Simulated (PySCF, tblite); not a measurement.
# C3H4B radical: geometry, infrared bands and EPR parameters

What infrared bands and EPR parameters should C3H4B radical (`[BH]C1=CC1`) show?

The runs use tblite 0.8.0 and PySCF 2.14.0, with density-fitted response routines of our own; the level of theory stands in each step. All values are computed, except where a source is named. Atoms are numbered from 0 throughout.

### 1 The molecule as given

8 atoms, charge 0, multiplicity 2; geometry from: force field or distance geometry start.

Bonds of the start (Å): B0–C1 1.57, C1–C2 1.44, C2–C3 1.40, C3–C1 1.39, B0–H4 1.18, C2–H5 1.09, C3–H6 1.10, C3–H7 1.12.

### 2 Relaxing the molecule with GFN2-xTB

The job: settings as JSON, then the geometry in Å.

```
{"job": {"kind": "relax", "xc": "GFN2-xTB", "basis": "xTB"}, "charge": 0, "multiplicity": 2}
B      1.878600    -0.709400    -0.170800
C      0.397300    -0.189000    -0.059000
C     -0.536700     0.865800     0.232600
C     -0.978400    -0.405500    -0.136800
H      2.769100     0.025700     0.051000
H     -0.764100     1.894800     0.504900
H     -1.368300    -0.479500    -1.167700
H     -1.388400    -0.993500     0.721200
```

Command:

```sh
$ OMP_NUM_THREADS=1 python probes_run.py task.json out
```

The driver reads the jobs from task.json and runs them one after another.

**Question.** This job is followed by: GFN2-xTB harmonic vibrations, gas phase; UKS B3LYP, pcH-1 on B C H, non-relativistic, mean-field spin-orbit, GIAO. What will the session give for the following? strongest single infrared mode (GFN2-xTB); zero-point energy (GFN2-xTB); g(iso) (B3LYP); ⟨S²⟩; largest a(iso) (averaged by class); surface potential, 1st and 99th percentile.

**Answer**, as computed:

| quantity | value |
| --- | --- |
| strongest single infrared mode (GFN2-xTB) | 2873 cm⁻¹, 92 km/mol |
| zero-point energy (GFN2-xTB) | 34.4 kcal/mol |
| g(iso) (B3LYP) | 2.00230 |
| ⟨S²⟩ | 0.771 (exact 0.75) |
| largest a(iso) (averaged by class) | 13C on C2, 146.3 MHz |
| surface potential, 1st and 99th percentile | -0.83 V and 1.26 V |

Over 48 steps the energy fell by 1.869 eV; of the close pairs, B0–C1 changed most, 1.574 to 1.386 Å. All 18 modes are real, so the xTB geometry is a minimum. The strongest single mode, at 2873 cm⁻¹, moves mainly H4. GFN2-xTB is a fitted tight-binding method: band positions and strengths are rough. Its intensities can rank the bands wrongly. The largest spin populations lie on C2 (0.69 e), B0 (0.52 e). The isotropic g lies 0.0 ppt below the free-electron value.
